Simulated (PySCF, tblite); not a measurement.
**C₃H₁₃NOSi₄: geometry, infrared bands and NMR shifts**

What infrared bands and NMR shifts should C₃H₁₃NOSi₄ (`[SiH3]C[SiH2]O[Si@@H]1C=C[SiH2]N1`) show?

Computed with tblite 0.8.0 and PySCF 2.14.0, with density-fitted response routines of our own, on a single molecule in the gas phase. Atoms count from 0, in the outputs and in this text.

## Step 1: The molecule as given

22 atoms, charge 0, multiplicity 1; geometry from: force field or distance geometry start.

Bonds of the start (Å): Si0–C1 1.85, C1–Si2 1.83, Si2–O3 1.66, O3–Si4 1.64, Si4–C5 1.85, C5–C6 1.34, C6–Si7 1.85, Si7–N8 1.72, N8–Si4 1.71, Si0–H9 1.48, Si0–H10 1.49, Si0–H11 1.48, C1–H12 1.10, C1–H13 1.10, Si2–H14 1.49, Si2–H15 1.47, Si4–H16 1.47, C5–H17 1.08, C6–H18 1.08, Si7–H19 1.48, Si7–H20 1.48, N8–H21 1.01.

## Step 2: Optimising the geometry with GFN2-xTB

What the job is given:

```
{"job": {"kind": "relax", "xc": "GFN2-xTB", "basis": "xTB"}, "charge": 0, "multiplicity": 1}
Si     4.409100     0.411900    -0.093200
C      2.735400     0.293600     0.685200
Si     1.586900    -0.265000    -0.625100
O      0.023300    -0.408700    -0.078900
Si    -1.459200    -0.842400    -0.641000
C     -2.297000     0.492400    -1.612300
C     -3.489000     0.817200    -1.104200
Si    -3.897000    -0.189400     0.394400
N     -2.428800    -1.010700     0.752900
H      4.852800    -0.896900    -0.616200
H      4.405900     1.412500    -1.192300
H      5.389500     0.854800     0.919800
H      2.424700     1.255800     1.117000
H      2.758000    -0.428200     1.519500
H      1.551100     0.724800    -1.742100
H      1.992500    -1.570700    -1.170300
H     -1.421900    -2.121700    -1.370800
H     -1.832100     0.930900    -2.479700
H     -4.168500     1.564400    -1.479200
H     -4.941000    -1.195800     0.097300
H     -4.239900     0.662700     1.555700
H     -1.965100    -0.472200     1.476700
```

Launch:

```console
> OMP_NUM_THREADS=1 python probes_run.py task.json out
```

One launch serves the whole session: the jobs run in the order shown.

**Question.** This job is followed by: GFN2-xTB harmonic vibrations, gas phase; GIAO PBE0/pcSseg-1 NMR shielding, non-relativistic, gas phase. What will the session give for the following? strongest single infrared mode (GFN2-xTB); zero-point energy (GFN2-xTB); ¹³C shifts against TMS (PBE0/pcSseg-1); ¹H shifts against TMS (PBE0/pcSseg-1, means over atoms taken as alike); ²⁹Si shifts against TMS (PBE0/pcSseg-1); ¹⁷O shifts against H2O (PBE0/pcSseg-1); ¹⁵N shifts against NH3 (PBE0/pcSseg-1).

**Answer**, as computed:

| quantity | value |
| --- | --- |
| strongest single infrared mode (GFN2-xTB) | 1039 cm⁻¹, 706 km/mol |
| zero-point energy (GFN2-xTB) | 90.4 kcal/mol |
| ¹³C shifts against TMS (PBE0/pcSseg-1) | 158.2, 156.1, -3.6 ppm |
| ¹H shifts against TMS (PBE0/pcSseg-1, means over atoms taken as alike) | 7.47, 7.41, 5.34, 5.28, 5.16, 5.15, 5.10, 3.86, 0.35, 0.33, 0.23 ppm |
| ²⁹Si shifts against TMS (PBE0/pcSseg-1) | -21.2, -26.7, -36.3, -81.8 ppm |
| ¹⁷O shifts against H2O (PBE0/pcSseg-1) | 77.5 ppm |
| ¹⁵N shifts against NH3 (PBE0/pcSseg-1) | 28.0 ppm |

**Reading.** The optimisation took 271 steps and gained 0.636 eV; among the close pairs (by a distance rule), C1–Si2 changed most, from 1.830 to 1.895 Å. No mode is imaginary among the 60: a minimum at this level. The strongest single mode, at 1039 cm⁻¹, moves mainly O3. GFN2-xTB is a fitted tight-binding method: band positions and strengths are rough. Its intensities can rank the bands wrongly.
